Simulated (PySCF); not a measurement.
# C3H9Bi (Bi(CH3)3): the cost of one run

Computed with PySCF 2.14.0. Level: several levels, as the steps say, no spin–orbit coupling.

1 further run of the same task is left out (for a known fault of the program).

### Step 1. The starting structure

13 atoms, charge 0, spin multiplicity 1.

Bond lengths: Bi1–C2 2.276 Å, Bi1–C6 2.276 Å, Bi1–C10 2.276 Å, C2–H3 1.099 Å, C2–H4 1.100 Å, C2–H5 1.100 Å, C6–H7 1.099 Å, C6–H8 1.100 Å, C6–H9 1.100 Å, C10–H11 1.099 Å, C10–H12 1.100 Å, C10–H13 1.100 Å. Angles: C2–Bi1–C6 93.2°, C2–Bi1–C10 93.2°, C6–Bi1–C10 93.2°, Bi1–C2–H3 109.5°, Bi1–C2–H4 109.5°, Bi1–C2–H5 109.4°, H3–C2–H4 109.7°, H3–C2–H5 109.7°, H4–C2–H5 109.2°, Bi1–C6–H7 109.5°, Bi1–C6–H8 109.5°, Bi1–C6–H9 109.4°, H7–C6–H8 109.7°, H7–C6–H9 109.7°, H8–C6–H9 109.2°, Bi1–C10–H11 109.5°, Bi1–C10–H12 109.5°, Bi1–C10–H13 109.4° and more.

Geometry (Å):

```xyz
13
charge 0, multiplicity 1
Bi    0.00000    0.00000    1.22172
C     1.90745   -0.07257   -0.01806
H     1.65117   -0.04637   -1.08637
H     2.54076    0.79078    0.23199
H     2.45457   -0.99903    0.20851
C    -0.89088    1.68819   -0.01806
H    -0.78543    1.45315   -1.08637
H    -1.95521    1.80497    0.23199
H    -0.36210    2.62524    0.20851
C    -1.01658   -1.61562   -0.01806
H    -0.86575   -1.40677   -1.08637
H    -0.58555   -2.59575    0.23199
H    -2.09247   -1.62620    0.20851
```

Formal oxidation states: Bi +3. An earlier session relaxed this geometry at PBE0, Bi def2-SVP with ECP60, C def2-SVP, H def2-SVP (singlet, point group C3).

At PBE0 on the finer grid: E = -334.105688 Eh, HOMO -6.52 eV, LUMO 0.48 eV, Mulliken charge on Bi1 +0.48 e, largest force component 0.006 eV/Å. 

Levels to run: TPSS; r2SCAN. Hardware: 2 threads of AMD EPYC 7R43 (Zen 3), shared host.

### Step 2. TPSS

File run.py (the lines that set the calculation):

```python
mol = gto.M(atom='''
Bi     0.00000     0.00000     1.22172
C      1.90745    -0.07257    -0.01806
H      1.65117    -0.04637    -1.08637
H      2.54076     0.79078     0.23199
H      2.45457    -0.99903     0.20851
C     -0.89088     1.68819    -0.01806
H     -0.78543     1.45315    -1.08637
H     -1.95521     1.80497     0.23199
H     -0.36210     2.62524     0.20851
C     -1.01658    -1.61562    -0.01806
H     -0.86575    -1.40677    -1.08637
H     -0.58555    -2.59575     0.23199
H     -2.09247    -1.62620     0.20851''',
    basis={'Bi': 'def2-SVP', 'C': 'def2-SVP', 'H': 'def2-SVP'},
    ecp={'Bi': 'def2-SVP'},
    charge=0, spin=0)
mf = dft.RKS(mol, xc='TPSS')
mf.grids.atom_grid = (75, 302)
mf = mf.density_fit()  # fitting sets: Bi def2-universal-JKFIT, C def2-universal-JKFIT, H def2-universal-JKFIT
mf.conv_tol = 1e-08; mf.max_cycle = 55
mf.kernel(dm0)  # dm0: the density of the relaxed state
```

Run with:

```sh
$ OMP_NUM_THREADS=2 python run.py
```

**Question.** How long does this run take on 2 threads of AMD EPYC 7R43 (Zen 3), shared host?

About 20 s.
